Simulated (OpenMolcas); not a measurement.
# Pt²⁺ with 6 ligands (chloride): CASSCF and CASPT2 levels and susceptibility

Aim: the ligand-field states of Pt²⁺ in this surrounding, its lowest levels with spin-orbit coupling and its magnetic susceptibility.

Method: state-averaged CASSCF and CASPT2, spin-orbit coupling by RASSI with atomic mean-field integrals. Code: OpenMolcas 26.06.

## Step 1: What is computed

```
Species                           : Pt²⁺ (platinum, Z = 78, 76 electrons)
Basis                             : ANO-RCC-VDZP [7s6p4d2f], 159 functions with the ligands
Scalar Hamiltonian                : DKH2, point nucleus
Inactive shells                   : 1s 2s 2p 3s 3p 3d 4s 4p 4d 4f 5s 5p of the metal, and all ligand shells
Active space                      : 8 electrons in 5 orbitals (5d)
Some configurations of this space : 5d8
Orbitals                          : optimised for each spin and parity, averaged over all roots
```

Outer shells as boxes (Hund's rule):

5d8
```
5d [↑↓][↑↓][↑↓][↑ ][↑ ]
```

Pt²⁺ is taken with 6 ligands (chloride, fluoride on the axis) in tetragonal octahedron coordination (D4h) at 2.63 Å, the axial distance 2.167 Å. A charge of +0.667 e stands 3.2 Å behind each ligand. Ligand basis ANO-RCC-VDZP. The distances are assumed, not relaxed.

```xyz
7

Pt    0.0000    0.0000    0.0000
Cl    2.6300    0.0000    0.0000
Cl    0.0000    2.6300    0.0000
Cl   -2.6300    0.0000    0.0000
Cl    0.0000   -2.6300    0.0000
F     0.0000    0.0000    2.1671
F     0.0000    0.0000   -2.1671
```

The work runs as a chain of OpenMolcas steps in one folder; each step below is one input file. Labels, J, g values, rates, χT and fits are worked out afterwards by a script from the matrices that RASSI stores. The input lists half of the charges; inversion (Group=XYZ) makes the rest.

## Step 2: One- and two-electron integrals

Input file a.inp:

```
&GATEWAY
Coord
7

Pt 0.0 0.0 0.0
Cl 2.630000 0.000000 0.000000
Cl 0.000000 2.630000 0.000000
Cl -2.630000 0.000000 0.000000
Cl 0.000000 -2.630000 0.000000
F 0.000000 0.000000 2.167120
F 0.000000 0.000000 -2.167120
Basis=Pt.ANO-RCC-VDZP,Cl.ANO-RCC-VDZP,F.ANO-RCC-VDZP
Group=XYZ
NoMove
AngMom=0.0 0.0 0.0
AMFI
RICD
XField
3 Angstrom 0
5.830000 0.000000 0.000000 0.666667
0.000000 5.830000 0.000000 0.666667
0.000000 0.000000 5.367120 0.666667
&SEWARD
```

Started as:

```bash
> OMP_NUM_THREADS=1 MOLCAS_MEM=2457 MOLCAS_PROJECT=a pymolcas a.inp > a.log
```

## Step 3: Reference wave functions, triplets of even parity, 10 roots

Input file a.inp:

```
&RASSCF
FileOrb=start.orb
Symmetry=1
Spin=3
nActEl=8 0 0
Inactive=38 42
Ras2=5 0
CIRoot=10 10 1
SDav=10
CIMx=300
Iter=150 100
PrWF=0.3
OrbListing=Nothing
MaxOrb=0
LevShft=1.0
>>> COPY $Project.JobIph JOB001
```

start.orb holds start orbitals that the driver prepared beforehand, or those of the step before.

## Step 4: CASSCF: singlets of even parity, 15 roots

Input file a.inp:

```
&RASSCF
FileOrb=start.orb
Symmetry=1
Spin=1
nActEl=8 0 0
Inactive=38 42
Ras2=5 0
CIRoot=15 15 1
SDav=15
CIMx=300
Iter=150 100
PrWF=0.3
OrbListing=Nothing
MaxOrb=0
LevShft=1.0
>>> COPY $Project.JobIph JOB002
```

## Step 5: RASSI: spin-orbit coupling between the states

Input file a.inp:

```
&RASSI
NrOfJobIphs=2 10 15
1 2 3 4 5 6 7 8 9 10
1 2 3 4 5 6 7 8 9 10 11 12 13 14 15
IphNames
JOB001
JOB002
EJob
SpinOrbit
DIPRint=1.0
SOCoupling=1000.0
Subsets=2
Property=9
'ANGMOM' 1 'ANGMOM' 2 'ANGMOM' 3 'MLTPL  1' 1 'MLTPL  1' 2 'MLTPL  1' 3
'AMFI' 1 'AMFI' 2 'AMFI' 3
SOProperty=3
'ANGMOM' 1 'ANGMOM' 2 'ANGMOM' 3
```

## Step 6: CASPT2: IPEA 0.25, imaginary shift 0.1 (closed shells correlated: 5s 5p of the metal, with ligand shells; the Frozen line counts the rest)

Input file a.inp:

```
>>> COPY JOB001 $Project.JobIph
&CASPT2
Multistate=10 1 2 3 4 5 6 7 8 9 10
NoMult
Frozen=25 27
IPEA=0.25
Imaginary=0.1
MaxIter=60
WThr=0.0 0.3 0.05
PrWF=0.5
NoMix
>>> COPY JOB002 $Project.JobIph
&CASPT2
Multistate=15 1 2 3 4 5 6 7 8 9 10 11 12 13 14 15
NoMult
Frozen=25 27
IPEA=0.25
Imaginary=0.1
MaxIter=60
WThr=0.0 0.3 0.05
PrWF=0.5
NoMix
```

## Step 7: CASPT2: IPEA 0.5, imaginary shift 0.1 (closed shells correlated: 5s 5p of the metal, with ligand shells; the Frozen line counts the rest)

a.inp: that of step 6 with these lines changed.

```diff
@@ -5,3 +5,3 @@
 Frozen=25 27
-IPEA=0.25
+IPEA=0.5
 Imaginary=0.1
@@ -16,3 +16,3 @@
 Frozen=25 27
-IPEA=0.25
+IPEA=0.5
 Imaginary=0.1
```

(Steps that only read results are left out.)

Q: Predict the outcome of this session. Wanted: spin-free ground state; first state of the same spin within the active space; lowest level; next level.

The runs gave:

```
                                            quantity                                                                                                                                          value
                                              method  SS-CASPT2, IPEA 0.25, imaginary shift 0.1 (closed shells correlated: 5s 5p of the metal, with ligand shells; the Frozen line counts the rest)
                              spin-free ground state                                                                                                                3B1, 1-fold in its orbital part
first state of the same spin within the active space                                                                                                                              3B2 at 10100 cm⁻¹
                                        lowest level                                                                                                                                      1-fold B2
                                          next level                                                                                                                                      32.6 cm⁻¹
                                         χT at 300 K                                                                                                                                 1.92 cm³ K/mol
                           effective moment at 300 K                                                                                                                                        3.92 μB
```

Cost by method:

| method | time of its own steps | time with the reference |
| --- | --- | --- |
| A. CASSCF | 35 s | 35 s |
| B. SS-CASPT2, IPEA 0.25, imaginary shift 0.1, +5s 5p | 79 s | 1.9 min |
| C. SS-CASPT2, IPEA 0.5, imaginary shift 0.1, +5s 5p | 78 s | 1.9 min |

Times are of one thread on a shared host.

What this shows: The spin-free ground state (3B1) is 1-fold and keeps the highest spin of the shell. χT at 300 K is 1.92, against 1.00 cm³ K/mol for the spin alone, so orbital moment adds to it.
